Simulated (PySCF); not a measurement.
# B₂F₂H₄Sn: NMR shieldings, spin-spin couplings, relativistic core levels, part 2 of 2

PySCF 2.14.0. Atoms count from 0.

## 7. NMR shieldings: PBE0/pcJ-1 Sn:dyall-v2z, non-relativistic

The job: settings as JSON, then the geometry in Å.

```
{"job": {"kind": "hnmr", "xc": "PBE0", "basis": {"default": "pcJ-1", "Sn": "dyall-v2z"}, "rel": "nr"}, "charge": 0, "multiplicity": 1}
B      1.778544    -0.268588     0.080120
Sn    -0.011456     1.063286    -0.175448
B     -1.902597    -0.166916     0.075850
F     -2.476187    -0.354082     1.247026
F     -2.474510    -0.747867    -0.958397
H      2.201899    -0.521346     1.182016
H      2.317546    -0.772577    -0.875360
H     -0.036774     2.313639     0.998148
H     -0.058397     1.767763    -1.739624
```

Level: PBE0/pcJ-1 Sn:dyall-v2z GIAO NMR shielding, non-relativistic, Gaussian nuclei, gas phase.

Log:

```text
non-relativistic SCF
coarse grid: 38880 points
cycle   1  E = -6276.3709847283  dE = -1.722e+02  |g| = 7.063e+00  |ddm| = 3.103e+00
cycle   2  E = -6276.3680161301  dE =  2.969e-03  |g| = 2.351e+00  |ddm| = 1.051e+00
cycle   3  E = -6276.4577675830  dE = -8.975e-02  |g| = 1.289e+00  |ddm| = 1.173e+00
cycle   4  E = -6276.5965395185  dE = -1.388e-01  |g| = 2.285e-01  |ddm| = 6.192e-01
cycle   5  E = -6276.6031641684  dE = -6.625e-03  |g| = 5.437e-02  |ddm| = 1.175e-01
cycle   6  E = -6276.6034622783  dE = -2.981e-04  |g| = 5.880e-03  |ddm| = 2.702e-02
cycle   7  E = -6276.6034667111  dE = -4.433e-06  |g| = 9.449e-04  |ddm| = 5.949e-03
final grid: 81160 points
cycle   8  E = -6276.6035172617  dE = -7.453e-08  |g| = 1.203e-03  |ddm| = 2.447e-03
cycle   9  E = -6276.6035172169  dE =  4.475e-08  |g| = 1.502e-03  |ddm| = 1.959e-03
cycle  10  E = -6276.6035174765  dE = -2.595e-07  |g| = 1.099e-04  |ddm| = 8.887e-04
cycle  11  E = -6276.6035174788  dE = -2.328e-09  |g| = 6.143e-05  |ddm| = 1.425e-04
converged SCF energy = -6276.6035174788
check of the scalar solution
cycle   1  E = -6276.6035174787  dE = -6.277e+03  |FDS-SDF| = 6.143e-05
cycle   2  E = -6276.6035174786  dE =  6.094e-11  |FDS-SDF| = 7.523e-05
converged, E = -6276.6035174786

Field gradients (au) and densities at the nuclei (bohr^-3)
atom        Vxx        Vyy        Vzz        centre      nuclear mean
  0 B     -0.2624    -0.3451     0.6075         70.764         70.763
  1 Sn     0.3085     0.3782    -0.6866      87231.379      86941.393
  2 B     -0.0864    -0.2332     0.3196         70.659         70.658
  3 F     -0.0759    -1.1762     1.2522        444.726        444.700
  4 F     -0.0686    -1.1786     1.2472        444.727        444.701
  5 H     -0.0808    -0.1161     0.1970          0.451          0.451
  6 H     -0.0807    -0.1162     0.1969          0.451          0.451
  7 H     -0.0581    -0.0602     0.1182          0.394          0.394
  8 H     -0.0579    -0.0599     0.1177          0.395          0.395

Core orbital energies (eV)
atom   shell        mean    spread
  1 Sn 1s       -28060.015   0.000
  1 Sn 2s        -4162.527   0.000
  1 Sn 3s         -809.962   0.000
  1 Sn 4s         -130.397   0.000
  1 Sn 5s          -14.817   0.000
  1 Sn 2p        -3891.463   0.007
  1 Sn 3p         -697.760   0.021
  1 Sn 4p          -92.538   0.036
  1 Sn 3d         -490.299   0.016
  1 Sn 4d          -29.717   0.121

Shielding tensors (ppm)
atom      isotropic    diamagn.    paramagn.     s11        s22        s33       span
  0 B       -38.88      194.61     -233.49    -203.74     -58.76     145.85     349.59
  1 Sn     3161.72     5092.69    -1930.97    3032.53    3185.78    3266.85     234.32
  2 B        66.72      194.95     -128.23      34.19      77.38      88.59      54.40
  3 F       173.97      469.22     -295.25     -57.54     261.53     317.91     375.45
  4 F       171.64      469.35     -297.71     -60.92     258.89     316.95     377.87
  5 H        19.34       28.83       -9.49       3.74      26.33      27.96      24.22
  6 H        19.32       28.82       -9.50       3.83      26.26      27.86      24.03
  7 H        27.48       28.26       -0.78      19.55      20.64      42.25      22.70
  8 H        27.47       28.34       -0.87      19.75      20.46      42.21      22.46
```

Run time: 79 s. Hardware: 1 thread of Arm Neoverse N1, shared host; peak memory 1.4 GiB.

## 8. Spin-spin couplings: PBE0/pcJ-1 Sn:dyall-v2z, non-relativistic

The job, as its differences from that of step 7:

```diff
@@ -1,2 +1,2 @@
-{"job": {"kind": "hnmr", "xc": "PBE0", "basis": {"default": "pcJ-1", "Sn": "dyall-v2z"}, "rel": "nr"}, "charge": 0, "multiplicity": 1}
+{"job": {"kind": "hj", "xc": "PBE0", "basis": {"default": "pcJ-1", "Sn": "dyall-v2z"}, "rel": "nr", "atoms": [1]}, "charge": 0, "multiplicity": 1}
 B      1.778544    -0.268588     0.080120
```

Method: PBE0/pcJ-1 Sn:dyall-v2z indirect spin-spin coupling, non-relativistic, Gaussian nuclei, gas phase.

Log:

```text
non-relativistic SCF
coarse grid: 38880 points
cycle   1  E = -6276.3709847283  dE = -1.722e+02  |g| = 7.063e+00  |ddm| = 3.103e+00
cycle   2  E = -6276.3680161301  dE =  2.969e-03  |g| = 2.351e+00  |ddm| = 1.051e+00
cycle   3  E = -6276.4577675830  dE = -8.975e-02  |g| = 1.289e+00  |ddm| = 1.173e+00
cycle   4  E = -6276.5965395185  dE = -1.388e-01  |g| = 2.285e-01  |ddm| = 6.192e-01
cycle   5  E = -6276.6031641684  dE = -6.625e-03  |g| = 5.437e-02  |ddm| = 1.175e-01
cycle   6  E = -6276.6034622783  dE = -2.981e-04  |g| = 5.880e-03  |ddm| = 2.702e-02
cycle   7  E = -6276.6034667111  dE = -4.433e-06  |g| = 9.449e-04  |ddm| = 5.949e-03
final grid: 81160 points
cycle   8  E = -6276.6035172617  dE = -7.453e-08  |g| = 1.203e-03  |ddm| = 2.447e-03
cycle   9  E = -6276.6035172169  dE =  4.475e-08  |g| = 1.502e-03  |ddm| = 1.959e-03
cycle  10  E = -6276.6035174765  dE = -2.595e-07  |g| = 1.099e-04  |ddm| = 8.887e-04
cycle  11  E = -6276.6035174788  dE = -2.328e-09  |g| = 6.143e-05  |ddm| = 1.425e-04
converged SCF energy = -6276.6035174788
two-component SCF
cycle   1  E = -6276.6035174788  dE = -6.277e+03  |FDS-SDF| = 6.143e-05
cycle   2  E = -6276.6035174787  dE =  1.355e-10  |FDS-SDF| = 7.524e-05
converged, E = -6276.6035174787

Indirect spin-spin couplings
  i        j     bonds      J/Hz   K/1e19 T2/J   anisotropy/Hz
  1 119Sn   0  11B    1     -466.25      322.57      -374.0
  1 119Sn   2  11B    1     -769.00      532.02      -434.4
  1 119Sn   3  19F    2     -429.04      101.19      -654.8
  1 119Sn   4  19F    2     -440.00      103.78      -645.1
  1 119Sn   5   1H    2      -56.49       12.54        27.4
  1 119Sn   6   1H    2      -55.72       12.37        29.2
  1 119Sn   7   1H    1    -1292.78      287.01      -335.1
  1 119Sn   8   1H    1    -1297.84      288.13      -334.6
```

It took 2.8 min on 1 thread of Arm Neoverse N1, shared host; peak memory 1 GiB.

## 9. Shieldings side by side

```csv
run,Sn1,F4,F3,B0,H8,B2,H7,time
"step 3, PBE0/pcJ-1 Sn:dyall-v2z, spin–orbit",3992.7,178.4,180.7,-35.0,27.7,67.3,27.5,4.5 min
"step 6, PBE0/pcJ-1 Sn:dyall-v2z, spin-free",3166.4,174.6,176.8,-37.3,27.1,67.0,27.1,87 s
"step 7, PBE0/pcJ-1 Sn:dyall-v2z, non-relativistic",3161.7,171.6,174.0,-38.9,27.5,66.7,27.5,79 s
```

## 10. What came out

What follows sums up all 2 parts.

| quantity | value |
| --- | --- |
| rotational constants (main isotopes) | 4.62, 1.36, 1.35 GHz |
| energy from spin-orbit coupling (step 3, PBE0/pcJ-1 Sn:dyall-v2z, spin–orbit) | -0.8363 Eh |
| shieldings (step 3, PBE0/pcJ-1 Sn:dyall-v2z, spin–orbit) | B0 -35.0, Sn1 3992.7, B2 67.3, F3 180.7, F4 178.4 ppm |
| energy from spin-orbit coupling (step 4, PBE0/pcJ-1 Sn:dyall-v2z, spin–orbit) | -0.8363 Eh |
| largest reduced coupling (step 4, PBE0/pcJ-1 Sn:dyall-v2z, spin–orbit) | Sn1–B2: J = -925.6 Hz, K = 640·10¹⁹ T²/J |
| Sn1 3d5/2 binding energy (step 5, PBE0/pcJ-1 Sn:dyall-v2z, spin–orbit) | 490.1 eV, 3d3/2 498.7 eV |
| energy from spin-orbit coupling (step 5, PBE0/pcJ-1 Sn:dyall-v2z, spin–orbit) | -0.8363 Eh |
| shieldings (step 6, PBE0/pcJ-1 Sn:dyall-v2z, spin-free) | B0 -37.3, Sn1 3166.4, B2 67.0, F3 176.8, F4 174.6 ppm |
| shieldings (step 7, PBE0/pcJ-1 Sn:dyall-v2z, non-relativistic) | B0 -38.9, Sn1 3161.7, B2 66.7, F3 174.0, F4 171.6 ppm |
| largest reduced coupling (step 8, PBE0/pcJ-1 Sn:dyall-v2z, non-relativistic) | Sn1–B2: J = -769.0 Hz, K = 532·10¹⁹ T²/J |

**Reading.** Relaxing lowered the energy by 0.225 eV in 8 steps; the close pair that moved most is Sn1–H8, from 1.648 to 1.716 Å. Couplings to heavy atoms from non-relativistic runs lack large relativistic terms. Sn1 moves most between the runs, by 831 ppm; the labels say what changes from run to run.
